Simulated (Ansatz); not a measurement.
Run this with the Ansatz DFT code, driven from Python and show what comes out.

The script, `ge2h7p.py`:
```python
'''Stretching a bond of Ge2H7P, the rest held rigid.'''

import ansatz as az
from ase import Atoms
import numpy as np


def main() -> None:
    atoms = Atoms(['P', 'Ge', 'Ge', 'H', 'H', 'H', 'H', 'H', 'H', 'H'], positions=[
        (2.0482, 0.682, 0.4769),
        (0.394, -0.7337, -0.2144),
        (-1.7335, 0.1916, 0.3721),
        (3.0719, 0.025, -0.3171),
        (1.7462, 1.6787, -0.5358),
        (0.4742, -0.9078, -1.7524),
        (0.5688, -2.1108, 0.4749),
        (-2.8597, -0.7627, -0.1007),
        (-1.8989, 1.5717, -0.3138),
        (-1.8112, 0.366, 1.9103),
    ])
    molecule = az.Crystal.molecule_from_ase(atoms)

    symbols = [site.symbol for site in molecule.cartesian_sites]
    start = np.array([site.position_ang for site in molecule.cartesian_sites])
    axis = (start[5] - start[1]) / np.linalg.norm(start[5] - start[1])
    moving = [5]
    lengths, energies = [1.364, 1.426, 1.488, 1.55, 1.612, 1.674, 1.736, 1.829], []
    for length in lengths:
        xyz = start.copy()
        xyz[moving] += (length - np.linalg.norm(start[5] - start[1])) * axis
        point = az.Crystal.molecule()
        for symbol, place in zip(symbols, xyz):
            point = point.atom(symbol, place.tolist())
        base = point.calculation().basis(gaussian='def2-SVP').correlation('mp2')
        r = base.run(threads=1).report
        energies.append(r['free_energy_ev'])
        print(f'r = {length:6.3f} A  E = {energies[-1]:.5f} eV  <S^2> = {abs(r["mean_field"]["state"]["spin_squared"]):.3f}')

    # quartic fit about the minimum
    fit = np.polynomial.Polynomial.fit(lengths, np.array(energies) - min(energies), 4).convert()
    roots = [r.real for r in fit.deriv().roots() if abs(r.imag) < 1e-9 and fit.deriv(2)(r.real) > 0]
    r_e = min(roots, key=lambda r: abs(r - lengths[int(np.argmin(energies))]))
    print(f'minimum of the fit at {r_e:.4f} A, force constant {fit.deriv(2)(r_e):.2f} eV/A^2')


if __name__ == '__main__':
    main()
```

`python ge2h7p.py` gives:
```text
r =  1.364 A  E = -122328.67440 eV  <S^2> = 0.000
r =  1.426 A  E = -122328.87886 eV  <S^2> = 0.000
r =  1.488 A  E = -122328.97573 eV  <S^2> = 0.000
r =  1.550 A  E = -122328.98990 eV  <S^2> = 0.000
r =  1.612 A  E = -122328.94103 eV  <S^2> = 0.000
r =  1.674 A  E = -122328.84452 eV  <S^2> = 0.000
r =  1.736 A  E = -122328.71252 eV  <S^2> = 0.000
r =  1.829 A  E = -122328.46837 eV  <S^2> = 0.000
minimum of the fit at 1.5307 A, force constant 17.92 eV/A^2
```

Notes:
- Total energies depend on the basis set; only differences at equal settings carry meaning.
- The rest of the molecule is held rigid at a force-field or estimated start geometry, and the basis set is modest; single-reference methods fail as a bond breaks.
- The orbitals are restricted, so S² is zero by construction.
- S² is that of the Hartree-Fock reference.
- Timing: 20 s on 1 thread of AMD EPYC 9R14 (Zen 4), on a shared host, peak memory 0.36 GiB.
